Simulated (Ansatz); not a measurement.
# C3H4AlCl: basis-set convergence

The task here is to estimate one member of a computed series from the others.

Program: Ansatz 0.2.0, Gaussian basis. Level of theory: one geometry, several basis sets. These are calculated values, not measurements.

The runs, in order: PBE0-D4/def2-SVP; ωB97M-V/def2-SVP; PBE0-D4/def2-QZVPP; ωB97M-V/def2-QZVPP; the functionals' def2-TZVPP values are taken from earlier runs.

**Structure used throughout**

All runs share one geometry, relaxed beforehand with PBE0-D4 in a triple-zeta def2 set.

9 atoms, charge 0, spin multiplicity 1.

Atoms are counted from 1 here; the program's logs count them from 0.

Bond lengths: Cl1–C2 1.816 Å, C2–Al3 1.945 Å, C2–H6 1.088 Å, C2–H7 1.088 Å, Al3–C4 1.849 Å, Al3–C5 1.849 Å, C4–C5 1.369 Å, C4–H8 1.089 Å, C5–H9 1.089 Å. Angles: Cl1–C2–Al3 95.1°, Cl1–C2–H6 107.2°, Cl1–C2–H7 107.2°, Al3–C2–H6 117.7°, Al3–C2–H7 117.7°, H6–C2–H7 109.8°, C2–Al3–C4 158.3°, C2–Al3–C5 158.3°, C4–Al3–C5 43.4°, Al3–C4–C5 68.3°, Al3–C4–H8 164.3°, C5–C4–H8 127.4°, Al3–C5–C4 68.3°, Al3–C5–H9 164.3°, C4–C5–H9 127.4°.

Set-up of the first run:

in.yaml reads:

```yaml
crystal:
  periodic: [false, false, false]
  atoms:
    - {symbol: Cl, position_ang: [-1.421490, 1.816248, 1.302211]}
    - {symbol: C, position_ang: [0.240931, 1.120668, 1.524894]}
    - {symbol: Al, position_ang: [0.136276, -0.075231, -0.006039]}
    - {symbol: C, position_ang: [-0.245224, -1.610841, -0.963171]}
    - {symbol: C, position_ang: [0.272372, -0.629830, -1.764894]}
    - {symbol: H, position_ang: [0.945818, 1.947833, 1.472598]}
    - {symbol: H, position_ang: [0.272183, 0.671723, 2.515489]}
    - {symbol: H, position_ang: [-0.565182, -2.608044, -1.260806]}
    - {symbol: H, position_ang: [0.452714, -0.678826, -2.837483]}
basis:
  gaussian: {orbitals: def2-SVP}
hamiltonian: {xc: pbe0, dispersion: d4}
output: {orbitals: {seedname: orbitals}}
```

Started as:

```
ansatz run in.yaml --threads 2 --pin off --events-out ev --progress --plain --max-ram 4352MiB
```

Steps of the session up to this table: PBE0-D4 in def2-SVP; ωB97M-V in def2-SVP; PBE0-D4 in def2-QZVPP; ωB97M-V in def2-QZVPP.

One table of the session follows, with a row left open; its other results are not shown here.

It belongs to the step «Functionals by basis». 

| functional | basis | HOMO (eV) |
| --- | --- | --- |
| PBE0-D4 | def2-SVP | -6.41 |
| PBE0-D4 | def2-TZVPP | -6.43 |
| PBE0-D4 | def2-QZVPP | -6.45 |
| ωB97M-V | def2-SVP | -8.56 |
| ωB97M-V | def2-TZVPP | -8.61 |
| ωB97M-V | def2-QZVPP | ? |

Estimate the missing values for ωB97M-V, def2-QZVPP.

As computed: HOMO (eV): -8.63. In the column «HOMO (eV)» it is the lowest.
